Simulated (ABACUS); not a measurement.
Ta4NiO11:

```
Ta Ni O
1.0
     1.95495  -14.82973    0.00000
     1.95495   14.82973    0.00000
     0.00000    0.00000    3.88590
Ta Ni O
4 1 11
Direct
  0.20437 0.79563 0.00000
  0.92451 0.07549 0.00000
  0.07549 0.92451 0.00000
  0.79563 0.20437 0.00000
  0.50000 0.50000 0.00000
  0.13987 0.86013 0.00000
  0.72107 0.27893 0.00000
  0.43645 0.56355 0.00000
  0.56355 0.43645 0.00000
  0.00000 0.00000 0.00000
  0.86013 0.13987 0.00000
  0.27893 0.72107 0.00000
  0.92790 0.07210 0.50000
  0.07210 0.92790 0.50000
  0.79436 0.20564 0.50000
  0.20564 0.79436 0.50000
```

The cell was built by a generator and needn't be a form met in nature.

Base run:

```yaml
Program: ABACUS 3.10.1
Functional: PBE
Potentials_or_basis: PseudoDojo NC SR 0.4.1 PBE standard
Cutoff: 1361 eV
Density_cutoff: 5442 eV
Basis: DZP LCAO (the cutoffs set its grid)
k_mesh: 4 × 4 × 4
Occupations: fermi-dirac, width 0.05 eV
Spin: collinear spin, ferromagnetic start
Starting_moments: "[0.0, 0.0, 0.0, 0.0, 1.0, 0.0, 0.0, 0.0, 0.0, 0.0, 0.0, 0.0, 0.0, 0.0, 0.0, 0.0] μB"
Hubbard_terms: Ni d U = 4 eV, Ta d U = 4 eV
```

Its results: band gap on the k mesh 1.18 eV, indirect (least direct gap 1.85 eV); pressure 5.8 GPa; net moment 0.00 μB per cell; site moments Ta +0.00; Ni -0.04; O +0.00, +0.01 μB; largest force 0.543 eV/Å.

Problem. The run is repeated on the same cell with these changes: hubbard terms from Ni d U = 4 eV, Ta d U = 4 eV to Ni d U = 2 eV, Ta d U = 2 eV. What comes out?

Solution. Band gap on the k mesh none (metal or under the smearing width); pressure 3.1 GPa; net moment 0.50 μB per cell; site moments Ta +0.00; Ni +0.47; O -0.00, +0.03, +0.00 μB; largest force 0.291 eV/Å.

Caveats: some runs use coarse meshes; the atomic orbitals were generated for these runs and aren't a published set; the basis of atomic orbitals isn't converged, which shifts pressures, moduli and gaps; spin-orbit coupling is left out, which moves the levels of the heavy elements (some runs); a cell with one magnetic atom can't hold antiferromagnetic order, which such compounds often take (some runs).

A k mesh can miss the band edges.
